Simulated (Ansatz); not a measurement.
# CH6FNSSi: small, medium and large basis sets

An exercise on one series of results from a longer session: the logs are not shown, and one member is left open.

Computed with Ansatz 0.2.0, Gaussian basis. Level: one geometry, several basis sets.

Levels to be run: PBE0-D4/def2-SVP; ωB97M-V/def2-SVP; PBE0-D4/def2-QZVPP; ωB97M-V/def2-QZVPP; the functionals' def2-TZVPP values are taken from earlier runs.

### The geometry

The geometry comes from an earlier relaxation with PBE0-D4 in a triple-zeta def2 set; it is a stationary point, not always the lowest conformer.

SMILES `NC(F)([SiH3])S`, 11 atoms, charge 0, spin multiplicity 1.

Atoms are counted from 1 here; the program's logs count them from 0.

Bond lengths: N1–C2 1.399 Å, N1–H6 1.012 Å, N1–H7 1.013 Å, C2–F3 1.417 Å, C2–Si4 1.910 Å, C2–S5 1.830 Å, Si4–H8 1.480 Å, Si4–H9 1.483 Å, Si4–H10 1.490 Å, S5–H11 1.342 Å. Angles: C2–N1–H6 113.0°, C2–N1–H7 112.8°, H6–N1–H7 111.1°, N1–C2–F3 112.7°, N1–C2–Si4 112.9°, N1–C2–S5 110.7°, F3–C2–Si4 107.2°, F3–C2–S5 102.4°, Si4–C2–S5 110.3°, C2–Si4–H8 108.7°, C2–Si4–H9 108.4°, C2–Si4–H10 108.8°, H8–Si4–H9 111.0°, H8–Si4–H10 110.4°, H9–Si4–H10 109.5°, C2–S5–H11 94.7°.

Set-up of the first run:

File in.yaml:

```yaml
crystal:
  periodic: [false, false, false]
  atoms:
    - {symbol: N, position_ang: [-0.255857, 0.937854, 1.111668]}
    - {symbol: C, position_ang: [0.048723, 0.531964, -0.191737]}
    - {symbol: F, position_ang: [1.057819, 1.325807, -0.790194]}
    - {symbol: Si, position_ang: [0.626818, -1.285479, -0.288335]}
    - {symbol: S, position_ang: [-1.378658, 0.805594, -1.303789]}
    - {symbol: H, position_ang: [0.510615, 0.799933, 1.757554]}
    - {symbol: H, position_ang: [-0.603608, 1.888439, 1.155777]}
    - {symbol: H, position_ang: [1.130121, -1.552426, -1.654357]}
    - {symbol: H, position_ang: [-0.525899, -2.161629, 0.032754]}
    - {symbol: H, position_ang: [1.708196, -1.499605, 0.713827]}
    - {symbol: H, position_ang: [-2.252868, 0.152549, -0.522666]}
basis:
  gaussian: {orbitals: def2-SVP}
hamiltonian: {xc: pbe0, dispersion: d4}
output: {orbitals: {seedname: orbitals}}
```

Steps of the session up to this table: PBE0-D4 in def2-SVP; ωB97M-V in def2-SVP; PBE0-D4 in def2-QZVPP; ωB97M-V in def2-QZVPP.

One of the session's tables, all rows but one given; the rest of the session is left out.

It belongs to the step «Density functionals: the series». 

| functional | basis | HOMO (eV) | LUMO (eV) |
| --- | --- | --- | --- |
| PBE0-D4 | def2-SVP | -7.04 | 0.37 |
| PBE0-D4 | def2-TZVPP | -7.19 | -0.10 |
| PBE0-D4 | def2-QZVPP | -7.23 | -0.24 |
| ωB97M-V | def2-SVP | -9.23 | 2.37 |
| ωB97M-V | def2-TZVPP | ? | ? |
| ωB97M-V | def2-QZVPP | -9.45 | 1.43 |

Q: Estimate the row for ωB97M-V, def2-TZVPP from the others.

**Answer.** HOMO (eV): -9.40; LUMO (eV): 1.71. In the column «HOMO (eV)» it lies between ωB97M-V, def2-QZVPP (-9.45) and ωB97M-V, def2-SVP (-9.23).
